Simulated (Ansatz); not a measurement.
**CHClFNSi: one species, many methods**

One table from this session's results is given with a row withheld; the runs are named, their logs left out.

The runs use Ansatz 0.2.0, Gaussian basis; functionals in def2-TZVPP, the program's frozen cores in correlated methods.

Plan: LDA (SPW92), PBE-D4, revPBE-D4, BLYP-D4, r2SCAN-D4, B97M-V, PBE0-D4, B3LYP-D4, r2SCANh-D4, r2SCAN0-D4, HSE06-D4, BHLYP-D4, CAM-B3LYP-D4, LC-ωPBE, ωB97X-V, ωB97M-V, B2PLYP, PBE-QIDH; CCSD(T)/def2-SVP; CCSD(T)/def2-TZVPP; MP2/def2-QZVPP; extrapolation to the limit; RPA on PBE.

### The relaxed structure

An earlier PBE0-D4 in a triple-zeta def2 set relaxation fixed the geometry.

6 atoms, charge 0, spin multiplicity 1.

Atoms are counted from 1 here; the program's logs count them from 0.

Bond lengths: F1–C2 1.310 Å, C2–N3 1.270 Å, C2–Si4 1.756 Å, N3–Si4 1.775 Å, Si4–Cl5 2.023 Å, Si4–H6 1.469 Å. Angles: F1–C2–N3 128.1°, F1–C2–Si4 162.2°, N3–C2–Si4 69.7°, C2–N3–Si4 68.1°, C2–Si4–N3 42.2°, C2–Si4–Cl5 123.2°, C2–Si4–H6 125.2°, N3–Si4–Cl5 119.8°, N3–Si4–H6 120.9°, Cl5–Si4–H6 109.4°.

Set-up of the first run:

Contents of in.yaml:

```yaml
crystal:
  periodic: [false, false, false]
  atoms:
    - {symbol: F, position_ang: [0.158303, -2.281341, -0.638720]}
    - {symbol: C, position_ang: [0.216569, -1.043678, -0.212130]}
    - {symbol: N, position_ang: [1.240339, -0.391707, 0.161046]}
    - {symbol: Si, position_ang: [-0.233891, 0.593228, 0.234784]}
    - {symbol: Cl, position_ang: [-0.525653, 2.070235, -1.116453]}
    - {symbol: H, position_ang: [-0.813568, 0.989362, 1.525374]}
basis:
  gaussian: {orbitals: def2-TZVPP}
hamiltonian: {xc: lda}
output: {orbitals: {seedname: orbitals}}
```

Among the steps run: LDA; PBE-D4 (GGA); revPBE-D4 (GGA); BLYP-D4 (GGA); r2SCAN-D4 (meta-GGA); B97M-V (meta-GGA); PBE0-D4 (hybrid); B3LYP-D4 (hybrid); r2SCANh-D4 (hybrid); r2SCAN0-D4 (hybrid); HSE06-D4 (hybrid); BHLYP-D4 (hybrid); CAM-B3LYP-D4 (range-separated); LC-ωPBE (range-separated); ωB97X-V (range-separated); ωB97M-V (range-separated); B2PLYP (double hybrid); PBE-QIDH (double hybrid).

One table of the session follows, with a row left open; its other results are not shown here.

It belongs to the step «Frontier levels by functional». 

```
  functional  HOMO (eV)  gap (eV)
 LDA (SPW92)      -6.57      4.37
      PBE-D4      -6.38      4.46
   revPBE-D4      -6.30      4.49
     BLYP-D4          ?         ?
   r2SCAN-D4      -6.63      4.94
      B97M-V      -6.69      5.08
     PBE0-D4      -7.71      6.76
    B3LYP-D4      -7.49      6.32
  r2SCANh-D4      -7.13      5.82
  r2SCAN0-D4      -7.88      7.07
    HSE06-D4      -7.30      5.98
    BHLYP-D4      -8.97      8.93
CAM-B3LYP-D4      -9.10      9.19
     LC-ωPBE     -10.42     11.67
     ωB97X-V     -10.06     11.21
     ωB97M-V      -9.95     10.87
```

**Question.** Estimate the row for BLYP-D4.

Worked estimate for «HOMO (eV)». Against the share of exact exchange, B3LYP-D4 (0.2, -7.49), BHLYP-D4 (0.5, -8.97) give a slope of -4.93 per unit share; at 0 the line stands at -6.50.

**Answer.** HOMO (eV): -6.26; gap (eV): 4.49. In «HOMO (eV)» the line misses by -0.24.
